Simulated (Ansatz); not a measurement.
**Zn2Si3N: what a guessed cell relaxes into**

Aim: relax a trial structure of Zn2Si3N and see where it ends.

Method: DFT PBE, scalar-relativistic, plane waves, PAW, in Ansatz 0.2.0.

## (1) The starting structure

Symmetry: P4/mmm, No. 123, tetragonal system. Conventional cell: a = 4.545 Å, b = 4.545 Å, c = 4.997 Å, α = 90.00°, β = 90.00°, γ = 90.00°. Zn (site symmetry mmm) has 4 Si at 2.27 Å as nearest neighbours. Around Si (site symmetry 4/mmm) lie 2 Si at 2.50 Å. Around Si (site symmetry 4/mmm) lie 4 Zn at 2.27 Å and 2 Si at 2.50 Å. Si (site symmetry 4/mmm) has 4 Zn at 2.27 Å as nearest neighbours. N (site symmetry 4/mmm) has 2 Si at 2.50 Å as nearest neighbours.

Coordinates:

```xyz
6
Lattice="4.5446 0.0000 0.0000 0.0000 4.5446 0.0000 0.0000 0.0000 4.9974" Properties=species:S:1:pos:R:3 pbc="T T T"
Zn    2.2723    0.0000    0.0000
Zn    0.0000    2.2723    0.0000
Si    2.2723    2.2723    2.4987
Si    2.2723    2.2723    0.0000
Si    0.0000    0.0000    0.0000
N     0.0000    0.0000    2.4987
```

The cell is invented: random cell by space group and Wyckoff sites (P4/mmm, No. 123). Lengths come from tabulated atomic sizes and are only a guess.

## (2) The guess as it stands, on a coarse mesh

File input.yaml:

```yaml
crystal:
  lattice:
    - [4.5445608, 0.0, 0.0]
    - [0.0, 4.5445608, 0.0]
    - [0.0, 0.0, 4.99744131]
  atoms:
    - { symbol: Zn, position: [0.5, 0.0, 0.0] }
    - { symbol: Zn, position: [0.0, 0.5, 0.0] }
    - { symbol: Si, position: [0.5, 0.5, 0.5] }
    - { symbol: Si, position: [0.5, 0.5, 0.0] }
    - { symbol: Si, position: [0.0, 0.0, 0.0] }
    - { symbol: "N", position: [0.0, 0.0, 0.5] }
basis:
  ecutwfc: 420
kpoints:
  mp_grid: { grid: [4, 4, 4] }
hamiltonian:
  xc: pbe
scf:
  occupations: { method: gaussian, width: 0.1 }
  lower_state_search: "off"
output:
  forces: true
  stress: true
  eigenvalues: true
```

The run is started by

```bash
ansatz run input.yaml --threads 1 --pin off --max-ram 2560MiB --backend cpu --events-out ev --progress --plain --runs-dir out
```

Further runs follow: spin check on a coarse mesh; coarse relaxation; full relaxation.

Before running it: what results should come out? Wanted: conventional cell; volume; energy over the elements; gap on the mesh.

As calculated:

| quantity | value |
| --- | --- |
| symmetry at the end (tolerance 0.05 Å) | space group P4/mmm (No. 123) |
| conventional cell | a = 5.065 Å, b = 5.065 Å, c = 4.204 Å, α = 90.00°, β = 90.00°, γ = 90.00° |
| volume | 17.98 Å³/atom |
| energy over the elements (uncorrected; H, N, O, F and Cl as molecules) | +1.04 eV/atom |
| gap on the mesh | none (metal) |

**Reading.** The space group P4/mmm (No. 123) is kept, and the volume per atom grows by 4.5 % from the first guess. With a positive formation energy it can't be a ground state. No finished test with a distortion of lower symmetry is shown, so the end may be a saddle point. A spin-polarised run here lost its starting moments, which speaks against magnetism, though one start doesn't rule it out. Other magnetic orders were not searched.
